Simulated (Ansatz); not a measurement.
# Si3P2: the cost of one run

Program: Ansatz 0.2.0. Level of theory: DFT PBE, scalar-relativistic, plane waves, PAW. These are calculated values, not measurements.

1 further run of the same task is left out (it didn't finish).

**1. The starting structure**

The structure is hexagonal, space group P6/mmm (No. 191). Conventional cell: a = 5.452 Å, b = 5.452 Å, c = 3.761 Å, α = 90.00°, β = 90.00°, γ = 120.00°. Si (site symmetry mmm) is surrounded by 2 P at 1.57 Å. Around P (site symmetry -6m2) lie 3 Si at 1.57 Å.

Coordinates:

```cif
data_structure
_symmetry_space_group_name_H-M 'P 1'
_symmetry_Int_Tables_number 1
_cell_length_a 5.4524
_cell_length_b 5.4524
_cell_length_c 3.7612
_cell_angle_alpha 90.000
_cell_angle_beta 90.000
_cell_angle_gamma 120.000
_cell_volume 96.83
loop_
_atom_site_label
_atom_site_type_symbol
_atom_site_fract_x
_atom_site_fract_y
_atom_site_fract_z
_atom_site_occupancy
Si1 Si 0.50000 0.00000 0.50000 1
Si2 Si 0.00000 0.50000 0.50000 1
Si3 Si 0.50000 0.50000 0.50000 1
P1 P 0.33333 0.66667 0.50000 1
P2 P 0.66667 0.33333 0.50000 1
```

A structure generator made this guess: random cell by space group and Wyckoff sites (P6/mmm, No. 191). The dimensions are guesses.

**2. A first look at the guess**

input.yaml

```yaml
crystal:
  lattice:
    - [5.45239407, 0.0, 0.0]
    - [-2.72619703, 4.72191177, 0.0]
    - [0.0, 0.0, 3.76119834]
  atoms:
    - { symbol: Si, position: [0.5, 0.0, 0.5] }
    - { symbol: Si, position: [0.0, 0.5, 0.5] }
    - { symbol: Si, position: [0.5, 0.5, 0.5] }
    - { symbol: P, position: [0.33333333, 0.66666667, 0.5] }
    - { symbol: P, position: [0.66666667, 0.33333333, 0.5] }
basis:
  ecutwfc: 420
kpoints:
  mp_grid: { grid: [6, 6, 4] }
hamiltonian:
  xc: pbe
scf:
  occupations: { method: gaussian, width: 0.1 }
  lower_state_search: "off"
output:
  forces: true
  stress: true
  eigenvalues: true
```

On the command line:

```sh
> ansatz run input.yaml --threads 1 --pin off --max-ram 2560MiB --backend cpu --events-out ev --progress --plain --runs-dir out
```

Q: Estimate wall time and peak memory on 1 thread of AMD EPYC 9R45 (Zen 5), shared host.

About 1.1 s, with a peak of 0.4 GiB.
